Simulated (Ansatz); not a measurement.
**C2H4GeS: how energies converge with the basis set**

Aim: see how fast density functionals converge with the basis set for C2H4GeS.

Method: one geometry, several basis sets; program: Ansatz 0.2.0, Gaussian basis.

The runs, in order: PBE0-D4/def2-SVP; ωB97M-V/def2-SVP; PBE0-D4/def2-QZVPP; ωB97M-V/def2-QZVPP; the functionals' def2-TZVPP values are taken from earlier runs.

## 1. Structure used throughout

All runs share one geometry, relaxed beforehand with PBE0-D4 in a triple-zeta def2 set.

8 atoms, charge 0, spin multiplicity 1.

Atoms are counted from 1 here; the program's logs count them from 0.

Bond lengths: S1–C2 1.598 Å, C2–C3 1.462 Å, C2–Ge4 1.940 Å, C3–Ge4 2.001 Å, C3–H5 1.088 Å, C3–H6 1.092 Å, Ge4–H7 1.526 Å, Ge4–H8 1.526 Å. Angles: S1–C2–C3 137.3°, S1–C2–Ge4 144.9°, C3–C2–Ge4 70.5°, C2–C3–Ge4 66.0°, C2–C3–H5 119.8°, C2–C3–H6 114.3°, Ge4–C3–H5 132.8°, Ge4–C3–H6 102.6°, H5–C3–H6 113.3°, C2–Ge4–C3 43.5°, C2–Ge4–H7 117.7°, C2–Ge4–H8 123.8°, C3–Ge4–H7 121.5°, C3–Ge4–H8 111.7°, H7–Ge4–H8 117.0°.

Geometry (Å):

```xyz
8
C2H4GeS
S    -1.68902    1.85028    0.67578
C    -0.64492    0.65979    0.46447
C     0.78389    0.52040    0.18953
Ge   -0.31987   -1.02405   -0.44197
H     1.31416    1.31285   -0.33362
H     1.35834    0.08397    1.00924
H    -0.76627   -1.14319   -1.89589
H     0.05578   -2.31716    0.27666
```

## 2. PBE0-D4 in def2-SVP

Input file in.yaml:

```yaml
crystal:
  periodic: [false, false, false]
  atoms:
    - {symbol: S, position_ang: [-1.689016, 1.850283, 0.675775]}
    - {symbol: C, position_ang: [-0.644916, 0.659791, 0.464467]}
    - {symbol: C, position_ang: [0.783890, 0.520402, 0.189531]}
    - {symbol: Ge, position_ang: [-0.319873, -1.024052, -0.441974]}
    - {symbol: H, position_ang: [1.314158, 1.312849, -0.333622]}
    - {symbol: H, position_ang: [1.358343, 0.083975, 1.009245]}
    - {symbol: H, position_ang: [-0.766267, -1.143193, -1.895886]}
    - {symbol: H, position_ang: [0.055779, -2.317157, 0.276663]}
basis:
  gaussian: {orbitals: def2-SVP}
hamiltonian: {xc: pbe0, dispersion: d4}
output: {orbitals: {seedname: orbitals}}
```

Command:

```sh
> ansatz run in.yaml --threads 2 --pin off --events-out ev --progress --plain --max-ram 4352MiB
```

The runs that follow: ωB97M-V in def2-SVP; PBE0-D4 in def2-QZVPP; ωB97M-V in def2-QZVPP.

Before running them: what should the planned runs give, taken together? Wanted: PBE0-D4: double and triple zeta above quadruple; ωB97M-V: double and triple zeta above quadruple.

**Answer**, as computed:

```
                                       quantity           value
PBE0-D4: double and triple zeta above quadruple  14.88, 1.67 eV
ωB97M-V: double and triple zeta above quadruple  14.88, 1.62 eV
```

What this shows: PBE0-D4 gains 13.21 eV from double to triple zeta, then 1.67 eV more. Total energies overstate the basis error of differences, where much of it tends to cancel.
